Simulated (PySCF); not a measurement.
# WBr2: relaxation and vibrations of the triplet

Where does triplet WBr2 go from a linear start, is the end point a minimum, and what are its modes, charges and moments?

Computed with PySCF 2.14.0. Level: PBE0, basis W def2-TZVP with ECP60, Br def2-TZVP, scalar-relativistic core potentials, no spin–orbit coupling, density fitting.

## Step 1: Starting geometry

3 atoms, charge 0, spin multiplicity 3.

Bond lengths: W1–Br2 2.510 Å, W1–Br3 2.510 Å. Angles: Br2–W1–Br3 180.0°.

Coordinates in bohr (charge 0 multiplicity 3):
```
W     0.0000    0.0000    0.0000
Br    0.0000    0.0000    4.7432
Br    0.0000    0.0000   -4.7432
```

## Step 2: Finding the electronic state

One driver script runs all steps and calls PySCF; scf.py shows how it sets up the SCF of each step. The optimiser is the driver's own. After this first run the driver tries any further starts and a stability analysis.

scf.py

```python
from pyscf import gto, scf, dft
mol = gto.M(atom='''
W      0.000000     0.000000     0.000000
Br     0.000000     0.000000     2.510000
Br     0.000000     0.000000    -2.510000''',
    basis={'W': 'def2-TZVP', 'Br': 'def2-TZVP'},
    ecp={'W': 'def2-TZVP'},
    charge=0, spin=2)
mf = dft.UKS(mol, xc='PBE0')
mf.grids.atom_grid = (50, 194)
aux = {'W': 'def2-universal-JKFIT', 'Br': 'def2-universal-JKFIT'}
mf = mf.density_fit(auxbasis=aux)
mf.conv_tol = 1e-08
mf.diis_space = 10
mf.max_cycle = 60
mf.init_guess = 'minao'
mf.verbose = 4
mf.kernel()
```

The run is started by

```bash
OMP_NUM_THREADS=4 python axn.py task.json out
```

Further steps of the session: Linear start, triplet: relaxation; Vibrations and properties at this point.

Q: Predict the outcome of this session. Wanted: minimum; geometry; wavenumbers; dipole moment; highest occupied, lowest empty level; polar-tensor charge of W1; zero-point energy; atomisation energy; ⟨S²⟩.

**Answer**, as computed:

```
                                          quantity                              value
                                           minimum                       triplet, D∞h
                                          geometry  W–Br 2.352 Å (×2); Br–W–Br 180.0°
                                wavenumbers (cm⁻¹)      28 (πu), 255 (σg+), 306 (σu+)
                                     dipole moment                             0.00 D
highest occupied, lowest empty level (either spin)                    -5.71, -3.73 eV
                         polar-tensor charge of W1                            +0.86 e
                                 zero-point energy                         3.7 kJ/mol
                               entropy at 298.15 K                    333.1 J/(mol K)
         atomisation energy (no zero-point energy)                         714 kJ/mol
                                              ⟨S²⟩                              2.024
```

What this shows: The linear start keeps its D∞h symmetry and ends in a minimum. The strongest infrared band lies at 306 cm⁻¹ (σu+, stretch). W1 has a polar-tensor charge of +0.9 e (a dipole derivative, not a static charge), yet symmetry cancels the bond dipoles. Most of the spin sits on W1 (Mulliken spin 2.19, against 2 for the whole molecule). The first SCF alone would have been 10 kJ/mol too high. Only this shape and spin were tried, so other structures or states may lie lower. One determinant may miss the lowest occupation of an open d or f shell. Spin–orbit coupling, left out here, can matter for elements this heavy.
